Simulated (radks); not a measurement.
**Valence configurations of Sb³⁺**

Aim: which of several valence configurations of Sb³⁺ lies lowest at this level, and whether it is the one NIST lists ([Kr] 4d10 5s2).

Method: Dirac Kohn-Sham, PBEsol, spin-unpolarised, spherical densities, finite nucleus; open shells fill j = l - 1/2 first. Code: radks (a radial shooting solver on a logarithmic mesh, Libxc functionals) version 1.

## (1) Starting point

- element: antimony (Z = 51)
- charge: +3
- electrons: 48
- configuration: [Kr] 4d10 5s2
- nuclear rms radius: 4.6802 fm
- others tried: 4d10 5s1 5p1; 4d10 5s1.5 5p0.5; 4d8 5s2 5p2; 4d9 5s2 5p1; 4d9.5 5s2 5p0.5; 4d9.5 5s1.5 5p1; 4d10 5p2; 4d8 5s1 5p3; 4d9.5 5s1 5p1.5

## (2) [Kr] 4d10 5s2

Settings of this run:

```text
Z 51
configuration [Kr] 4d10 5s2
relativity Dirac
functional pbe_sol,pbe_sol
spin unpolarised
j_filling energy
nucleus finite rms 4.6802 fm
c 137.035999084
```

## (3) [Kr] 4d10 5s1 5p1

Changes since step 2:

```diff
@@ -1,3 +1,3 @@
 Z 51
-configuration [Kr] 4d10 5s2
+configuration [Kr] 4d10 5s1 5p1
 relativity Dirac
```

## (4) [Kr] 4d10 5s1.5 5p0.5

Changes since step 3:

```diff
@@ -1,3 +1,3 @@
 Z 51
-configuration [Kr] 4d10 5s1 5p1
+configuration [Kr] 4d10 5s1.5 5p0.5
 relativity Dirac
```

## (5) [Kr] 4d8 5s2 5p2

Changes since step 4:

```diff
@@ -1,3 +1,3 @@
 Z 51
-configuration [Kr] 4d10 5s1.5 5p0.5
+configuration [Kr] 4d8 5s2 5p2
 relativity Dirac
```

## (6) [Kr] 4d9 5s2 5p1

Changes since step 5:

```diff
@@ -1,3 +1,3 @@
 Z 51
-configuration [Kr] 4d8 5s2 5p2
+configuration [Kr] 4d9 5s2 5p1
 relativity Dirac
```

## (7) [Kr] 4d9.5 5s2 5p0.5

Changes since step 6:

```diff
@@ -1,3 +1,3 @@
 Z 51
-configuration [Kr] 4d9 5s2 5p1
+configuration [Kr] 4d9.5 5s2 5p0.5
 relativity Dirac
```

## (8) [Kr] 4d9.5 5s1.5 5p1

Changes since step 7:

```diff
@@ -1,3 +1,3 @@
 Z 51
-configuration [Kr] 4d9.5 5s2 5p0.5
+configuration [Kr] 4d9.5 5s1.5 5p1
 relativity Dirac
```

## (9) [Kr] 4d10 5p2

Changes since step 8:

```diff
@@ -1,3 +1,3 @@
 Z 51
-configuration [Kr] 4d9.5 5s1.5 5p1
+configuration [Kr] 4d10 5p2
 relativity Dirac
```

## (10) [Kr] 4d8 5s1 5p3

Changes since step 9:

```diff
@@ -1,3 +1,3 @@
 Z 51
-configuration [Kr] 4d10 5p2
+configuration [Kr] 4d8 5s1 5p3
 relativity Dirac
```

## (11) [Kr] 4d9.5 5s1 5p1.5

Changes since step 10:

```diff
@@ -1,3 +1,3 @@
 Z 51
-configuration [Kr] 4d8 5s1 5p3
+configuration [Kr] 4d9.5 5s1 5p1.5
 relativity Dirac
```

**Question.** What will these runs give? Wanted: for each run, valence; E − E(NIST configuration); highest level; its energy; 1s shift.

The runs gave:

```
         valence  E − E(NIST configuration) (eV)  highest level  its energy (eV)  1s shift (eV)
        4d10 5s2                           0.000          5s1/2          -38.969          +0.00
4d10 5s1.5 5p0.5                           4.702          5p1/2          -29.907          -0.61
    4d10 5s1 5p1                           9.421          5p1/2          -30.224          -1.22
 4d9.5 5s2 5p0.5                          16.860          5p1/2          -30.741          -4.40
        4d10 5p2                          18.910          5p1/2          -30.842          -2.41
 4d9.5 5s1.5 5p1                          21.688          5p1/2          -31.048          -4.99
 4d9.5 5s1 5p1.5                          26.534          5p1/2          -31.349          -5.58
     4d9 5s2 5p1                          34.798          5p1/2          -31.850          -8.84
     4d8 5s2 5p2                          73.980          5p1/2          -33.949         -17.88
     4d8 5s1 5p3                          85.695          5p3/2          -33.331         -19.29
```

**Reading.** The NIST configuration is the lowest of those tried, 4.702 eV under 4d10 5s1.5 5p0.5. The energies are those of spherical spin-averaged densities, not of single terms. The 1s eigenvalue shifts by up to 19.29 eV as the valence charge is rearranged.
